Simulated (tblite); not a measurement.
# C5H15BS: the cost of one run

Computed with tblite 0.8.0 and PySCF 2.14.0, with density-fitted response routines of our own, on a single molecule in the gas phase. Atoms are numbered from 0 throughout.

## 1. The molecule as given

22 atoms, charge 0, multiplicity 1; geometry from: force field or distance geometry start.

Bonds of the start (Å): B0–S1 1.89, S1–C2 1.78, S1–C3 1.77, C3–C4 1.50, C4–C5 1.52, C4–C6 1.50, B0–H7 1.19, B0–H8 1.20, B0–H9 1.17, C2–H10 1.13, C2–H11 1.10, C2–H12 1.09, C3–H13 1.09, C3–H14 1.11, C4–H15 1.12, C5–H16 1.12, C5–H17 1.11, C5–H18 1.08, C6–H19 1.09, C6–H20 1.10, C6–H21 1.11.

## 2. Optimising the geometry with GFN2-xTB

The job: settings as JSON, then the geometry in Å.

```
{"job": {"kind": "relax", "xc": "GFN2-xTB", "basis": "xTB"}, "charge": 0, "multiplicity": 1}
B      2.583800     1.179200     0.801200
S      1.188100     0.697300    -0.375900
C      1.864400    -0.657400    -1.320600
C     -0.097200     0.023200     0.641700
C     -1.288600    -0.428000    -0.153900
C     -1.854500     0.763500    -0.912900
C     -2.311200    -0.963800     0.811300
H      2.081900     1.893600     1.609000
H      2.911900     0.167100     1.357700
H      3.480700     1.656200     0.227600
H      1.347800    -1.624500    -1.059900
H      2.918300    -0.815000    -1.052100
H      1.780300    -0.464200    -2.389100
H     -0.395100     0.777800     1.373300
H      0.318300    -0.830300     1.221800
H     -0.982300    -1.236200    -0.863900
H     -2.802600     1.042000    -0.387300
H     -1.175500     1.621500    -0.731800
H     -2.021100     0.557800    -1.962400
H     -2.948000    -0.165700     1.206000
H     -2.848800    -1.772500     0.287300
H     -1.760900    -1.402300     1.672000
```

Command:

```sh
$ OMP_NUM_THREADS=1 python probes_run.py task.json out
```

The driver reads the jobs from task.json and runs them one after another.

**Question.** How long does this first job take on 1 thread of Intel Xeon at 2.50GHz, shared host, and how much memory does it need?

About 3.1 s, with a peak of 0.18 GiB.
